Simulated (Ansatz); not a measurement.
**C2H6BF2N: up Jacob's ladder to CCSD(T)**

Aim: compute C2H6BF2N with functionals from several rungs and with coupled cluster. The yardstick is the atomisation energy at the CCSD(T) limit.

Method: functionals in def2-TZVPP, the program's frozen cores in correlated methods; program: Ansatz 0.2.0, Gaussian basis.

The runs, in order: PBE-D4, r2SCAN-D4, PBE0-D4, B3LYP-D4, ωB97X-V, ωB97M-V, B2PLYP; CCSD(T)/def2-TZVPP; MP2/def2-QZVPP; extrapolation to the limit.

### Step 1. The geometry

An earlier PBE0-D4 in a triple-zeta def2 set relaxation fixed the geometry.

12 atoms, charge 0, spin multiplicity 1.

Atoms are counted from 1 here; the program's logs count them from 0.

Bond lengths: C1–B2 1.555 Å, C1–H7 1.092 Å, C1–H8 1.098 Å, C1–H9 1.091 Å, B2–F3 1.325 Å, B2–C4 1.593 Å, C4–N5 1.412 Å, C4–F6 1.412 Å, C4–H10 1.101 Å, N5–H11 1.011 Å, N5–H12 1.011 Å. Angles: B2–C1–H7 112.7°, B2–C1–H8 107.8°, B2–C1–H9 112.8°, H7–C1–H8 107.0°, H7–C1–H9 110.3°, H8–C1–H9 105.9°, C1–B2–F3 119.8°, C1–B2–C4 122.8°, F3–B2–C4 117.4°, B2–C4–N5 113.2°, B2–C4–F6 110.6°, B2–C4–H10 107.2°, N5–C4–F6 112.8°, N5–C4–H10 107.7°, F6–C4–H10 104.8°, C4–N5–H11 112.7°, C4–N5–H12 113.0°, H11–N5–H12 109.2°.

Coordinates:

| atom | x (Å) | y (Å) | z (Å) |
| --- | --- | --- | --- |
| C1 | -0.4430 | -0.9149 | 1.3889 |
| B2 | 0.6541 | -0.1105 | 0.6358 |
| F3 | 1.9191 | -0.2068 | 1.0169 |
| C4 | 0.3288 | 0.8576 | -0.5863 |
| N5 | -0.5627 | 0.2900 | -1.5230 |
| F6 | 1.5204 | 1.3269 | -1.1799 |
| H7 | -0.1725 | -1.1274 | 2.4250 |
| H8 | -0.5572 | -1.8824 | 0.8814 |
| H9 | -1.4228 | -0.4371 | 1.3437 |
| H10 | -0.1506 | 1.7569 | -0.1694 |
| H11 | -0.8360 | 0.9420 | -2.2454 |
| H12 | -0.2005 | -0.5493 | -1.9537 |

### Step 2. PBE-D4 (GGA)

Contents of in.yaml:

```yaml
crystal:
  periodic: [false, false, false]
  atoms:
    - {symbol: C, position_ang: [-0.442986, -0.914931, 1.388858]}
    - {symbol: B, position_ang: [0.654145, -0.110527, 0.635763]}
    - {symbol: F, position_ang: [1.919073, -0.206788, 1.016915]}
    - {symbol: C, position_ang: [0.328761, 0.857619, -0.586279]}
    - {symbol: N, position_ang: [-0.562693, 0.290017, -1.522983]}
    - {symbol: F, position_ang: [1.520380, 1.326929, -1.179941]}
    - {symbol: H, position_ang: [-0.172508, -1.127402, 2.425024]}
    - {symbol: H, position_ang: [-0.557230, -1.882362, 0.881382]}
    - {symbol: H, position_ang: [-1.422841, -0.437095, 1.343742]}
    - {symbol: H, position_ang: [-0.150572, 1.756891, -0.169403]}
    - {symbol: H, position_ang: [-0.835967, 0.941987, -2.245426]}
    - {symbol: H, position_ang: [-0.200460, -0.549338, -1.953651]}
basis:
  gaussian: {orbitals: def2-TZVPP}
hamiltonian: {xc: pbe, dispersion: d4}
output: {forces: true, orbitals: {seedname: orbitals}}
```

Command:

```
$ ansatz run in.yaml --threads 4 --pin off --events-out ev --progress --plain --max-ram 10444MiB
```

Further steps of the session: r2SCAN-D4 (meta-GGA); PBE0-D4 (hybrid); B3LYP-D4 (hybrid); ωB97X-V (range-separated); ωB97M-V (range-separated); B2PLYP (double hybrid); CCSD(T) in def2-TZVPP; MP2 in def2-QZVPP.

Before running them: what should the planned runs give, taken together? Wanted: atomisation energy, CCSD(T)/CBS; farthest; mean size of error, hybrid; mean size of error, range-separated; gap, smallest and largest; T1 diagnostic; triples share of the correlation energy.

**Answer**, as computed:

| quantity | value |
| --- | --- |
| atomisation energy, CCSD(T)/CBS | 4739.5 kJ/mol |
| functionals within 23.7 kJ/mol (0.5 %) | B3LYP-D4 |
| farthest | PBE-D4 (+147.6 kJ/mol) |
| mean size of error, hybrid | 31.5 kJ/mol |
| mean size of error, range-separated | 32.2 kJ/mol |
| gap, smallest and largest | 4.87 eV (PBE-D4), 12.19 eV (ωB97X-V) |
| T1 diagnostic | 0.0120 |
| triples share of the correlation energy | 3.4 % |

PBE-D4 is off by +147.6 kJ/mol. Double hybrids carry the basis error of their MP2 part in triple zeta, and no dispersion term here, so their miss is partly the set-up's. The reference freezes the cores and leaves out relativity and excitations past (T), so misses under about 23.7 kJ/mol can't be ranked. Hartree-Fock recovers 73 % of the binding; the rest is correlation. The gap grows from 4.9 to 12.2 eV across the functionals, mostly with the share of exact exchange.
